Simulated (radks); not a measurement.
# Mo with its nuclear charge varied continuously

An exercise on one series of results from a longer session: the logs are not shown, and one member is left open.

Program: radks (a radial shooting solver on a logarithmic mesh, Libxc functionals) version 1. Level of theory: Dirac Kohn-Sham, LDA (Slater exchange, Perdew-Wang correlation), spin-unpolarised, spherical densities, finite nucleus; open shells fill j = l - 1/2 first. These are calculated values, not measurements, unless marked.

### The atom as given

| Item | Value |
| --- | --- |
| element | molybdenum (Z = 42) |
| charge | 0 |
| electrons | 42 |
| configuration | [Kr] 4d5 5s1 |
| nuclear rms radius | 4.4091 fm |

Set-up of the first run:

The run's settings:

```text
Z 42
configuration [Kr] 4d5 5s1
relativity Dirac
functional lda,pw
spin unpolarised
j_filling energy
nucleus finite rms 4.4091 fm
c 137.035999084
```

Steps of the session up to this table: Z = 42.

One table of the session follows, with a row left open; its other results are not shown here.

It belongs to the step «Z = 42». From the orbitals of this run (lengths in bohr):

| level | <r> | outermost maximum (interpolated) | 90 % within | nodes |
| --- | --- | --- | --- | --- |
| 3d3/2 | 0.4135 | 0.320 | 0.662 | 0 |
| 3d5/2 | ? | ? | ? | ? |
| 4s1/2 | 1.106 | 0.987 | 1.62 | 3 |
| 4p1/2 | 1.216 | 1.05 | 1.81 | 2 |
| 4p3/2 | 1.248 | 1.08 | 1.86 | 2 |
| 5s1/2 | 3.554 | 2.93 | 5.35 | 4 |
| 4d3/2 | 1.991 | 1.38 | 3.32 | 1 |
| 4d5/2 | 2.024 | 1.40 | 3.39 | 1 |

**Question.** Estimate the row for 3d5/2.

**Answer.** <r>: 0.4170; outermost maximum (interpolated): 0.323; 90 % within: 0.667; nodes: 0. In the column «<r>» it lies between 3d3/2 (0.4135) and 4s1/2 (1.106).
